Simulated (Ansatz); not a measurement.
# LiRh: structure and electronic properties

Aim: for LiRh, find the equilibrium cell and compute bands, density of states and charges.

Computed with Ansatz 0.2.0 (DFT r2SCAN, scalar-relativistic, plane waves, PAW, unless a step's input says otherwise).

2 further runs of the same task are left out: 2 that didn't finish.

### 1 The system as given

It takes space group P-6m2 (No. 187, hexagonal). The conventional cell has a = 2.652 Å, b = 2.652 Å, c = 4.327 Å, α = 90.00°, β = 90.00°, γ = 120.00°. Li (site symmetry -6m2) has 6 Rh at 2.65 Å and 6 Li at 2.65 Å as nearest neighbours. Rh (site symmetry -6m2) is surrounded by 6 Li at 2.65 Å and 6 Rh at 2.65 Å.

Coordinates:

```
Li Rh
1.0
     2.65230    0.00000    0.00000
    -1.32615    2.29696    0.00000
     0.00000    0.00000    4.32660
Li Rh
1 1
Direct
  0.00000 0.00000 0.50000
  0.66667 0.33333 0.00000
```

Source of the structure: the Materials Project (structure only).

(A quick probe on a coarse mesh, which set the mesh and smearing, is not shown.)

### 3 Full relaxation

Input file input.yaml:

```yaml
crystal:
  lattice:
    - [2.6523004602, 0.0, 0.0]
    - [-1.3261502301, 2.296959577, 0.0]
    - [0.0, 0.0, 4.32660441]
  atoms:
    - { symbol: Li, position: [0.0, 0.0, 0.5] }
    - { symbol: Rh, position: [0.66666667, 0.33333333, 0.0], spin: 0.23 }
basis:
  ecutwfc: 500
kpoints:
  mp_grid: { grid: [18, 18, 10] }
hamiltonian:
  xc: r2scan
scf:
  occupations: { method: gaussian, width: 0.1 }
output:
  forces: true
  stress: true
  eigenvalues: true
  populations: true
  write_density: true
  write_potential: true
  elf: true
  volumetric_format: npy
magnetization:
  spin_polarized: true
relax:
  adjacent_minimum: "off"
  f_tol: 0.005
  max_steps: 80
  cell: { stress_tol: 0.05 }
```

On the command line:

```
$ ansatz run input.yaml --threads 1 --pin off --max-ram 2560MiB --backend cpu --events-out ev --progress --plain --runs-dir out
```

Further runs follow: bands, states and charges.

Q: Predict the outcome of this session. Wanted: relaxed cell; volume; formation energy; total moment; gap; states at the Fermi level; Bader charges.

As calculated:

```
                                                               quantity                                                                       value
                                                           relaxed cell  a = 2.645 Å, b = 2.645 Å, c = 4.331 Å, α = 90.00°, β = 90.00°, γ = 120.00°
                                                   space group (0.01 Å)                                                             P-6m2 (No. 187)
                                                                 volume                                                               13.12 Å³/atom
formation energy (elements from runs with the same settings, not shown)                                                               -0.17 eV/atom
                                                           total moment                                                                0.29 μB/cell
                                                                    gap                                                                none (metal)
                                              states at the Fermi level                                                        0.88 per eV per cell
                                                          Bader charges                                                        Li +0.84, Rh -0.84 e
```

In words: Relaxation left the volume within 0.5 % of the start. It comes out metallic. Of the projected weight within 0.25 eV of the Fermi level, the largest part is Rh 4d (93 %). Bader charges reach 0.8 e, so charge transfer in this metal is strong. The magnetic state reached may not be the lowest one. The small moment in this metal comes from r2SCAN alone, which enlarges such moments; no other functional was run here.
